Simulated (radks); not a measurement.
**Ionisation of Kr²⁰⁺: one atom, several choices of exchange strength α**

An exercise on one series of results from a longer session: the logs are not shown, and one member is left open.

Method: scalar-relativistic Kohn-Sham, spin-polarised, spherical densities, finite nucleus; open shells are filled with parallel spins first. Code: radks (a radial shooting solver on a logarithmic mesh, Libxc functionals) version 1.

## What is computed

```
element       : krypton (Z = 36)
charge        : +20
electrons     : 16
configuration : [Ne] 3s2 3p4
ion           : Kr²¹⁺, [Ne] 3s2 3p3
choices       : α = 0.564; α = 0.594; α = 0.667; α = 0.792; α = 0.863; α = 0.904; α = 1.048
```

Outer shells as boxes (Hund's rule):

Kr²⁰⁺
```
[Ne] core
3s [↑↓]
3p [↑↓][↑ ][↑ ]
```

Kr²¹⁺
```
[Ne] core
3s [↑↓]
3p [↑ ][↑ ][↑ ]
```

The first run:

Settings of this run:

```text
Z 36
configuration [Ne] 3s2 3p4
relativity scalar-relativistic
functional xalpha 0.564
spin polarised
nucleus finite rms 4.1884 fm
c 137.035999084
```

Among the steps run: α = 0.564: Kr²⁰⁺.

One table of the session follows, with a row left open; its other results are not shown here.

It belongs to the step «α = 0.564: Kr²⁰⁺». From the orbitals of this run (lengths in bohr):

```
  level     <r>  outermost maximum (interpolated)  90 % within  nodes
  2s up  0.1826                             0.154        0.282      1
2s down  0.1825                             0.154        0.281      1
  2p up  0.1591                             0.123        0.259      0
2p down  0.1590                             0.123        0.259      0
  3s up  0.4652                             0.434        0.677      2
3s down  0.4660                             0.434        0.678      2
  3p up       ?                                 ?            ?      ?
3p down  0.4564                             0.421        0.677      1
```

Estimate the missing values for 3p up.

The run gave: <r>: 0.4556; outermost maximum (interpolated): 0.421; 90 % within: 0.676; nodes: 1. In the column «<r>» it lies between 2s up (0.1826) and 3p down (0.4564).

Caveats from the session: Open shells are spherical and high-spin; term and fine-structure splittings are not resolved.
